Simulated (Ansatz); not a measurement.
This script drives Ansatz 0.2.0, Python API.

Script `h2sb.py`:
```python
"""Relaxed scan of one distance in H2Sb."""

import logging
import sys

import ansatz as az
from ase import Atoms
import numpy as np

logging.basicConfig(stream=sys.stdout, format="%(name)s: %(message)s")
log = logging.getLogger("h2sb")
log.setLevel(logging.INFO)


def main() -> None:
    atoms = Atoms(["Sb", "H", "H"], positions=[
        (0.715, -0.3728, 0.3424),
        (0.0361, 1.3061, 0.1644),
        (-0.762, -0.9981, -0.52),
    ])
    molecule = az.Crystal.molecule_from_ase(atoms)

    base = molecule.calculation().basis(gaussian="def2-SVP").functional("pbe0").spin("collinear", total=1)
    symbols = [site.symbol for site in molecule.cartesian_sites]
    pairs = [(0, 1), (0, 2)]
    print("held (A)   E (eV)        ", "  ".join(f"{symbols[i]}{i}-{symbols[j]}{j}" for i, j in pairs))
    for length in [1.68, 1.82, 1.97, 2.19, 2.46]:
        r = base.relax(constraints=[az.DistanceConstraint((0, 2), at=length)], force_tolerance=0.02, max_steps=60).run().report
        xyz = np.array(r["positions_ang"])
        print(f"{length:6.2f} {r['free_energy_ev']:14.5f}  ", "  ".join(f"{np.linalg.norm(xyz[i] - xyz[j]):.3f}" for i, j in pairs))


if __name__ == "__main__":
    main()
```

It is started by `python h2sb.py`. How long does it take on 1 thread of Arm Neoverse V2, on a shared host, and how much memory does it need?

It took about 31 s, with a peak of 0.17 GiB, for 5 runs of the engine.

```console
$ python h2sb.py
held (A)   E (eV)         Sb0-H1  Sb0-H2
DeckWarning: relax.constraints: the input's atoms, or those drawn, lie off the distances that are held; a relaxation that starts there is brought onto them ahead of its first SCF, by positions alone, [...]
  1.68    -6569.13829   1.719  1.680
  1.82    -6569.08864   1.720  1.820
  1.97    -6568.83399   1.721  1.970
  2.19    -6568.29050   1.721  2.190
  2.46    -6567.57196   1.722  2.460
```
(Warnings from the package without file and line, shortened, repeats left out.)

Caveats:
- Total energies depend on the basis set; only differences at equal settings carry meaning.
- The energies are electronic: no zero-point or thermal terms, and the basis set is short of its limit.
- def2 sets replace the cores of elements past krypton by effective core potentials.
- The run takes the species as open-shell (spin multiplicity 2), which needn't be its ground state.
- The expectation value of S² is noticeably off S(S+1) in at least one run, so that state is spin-contaminated.
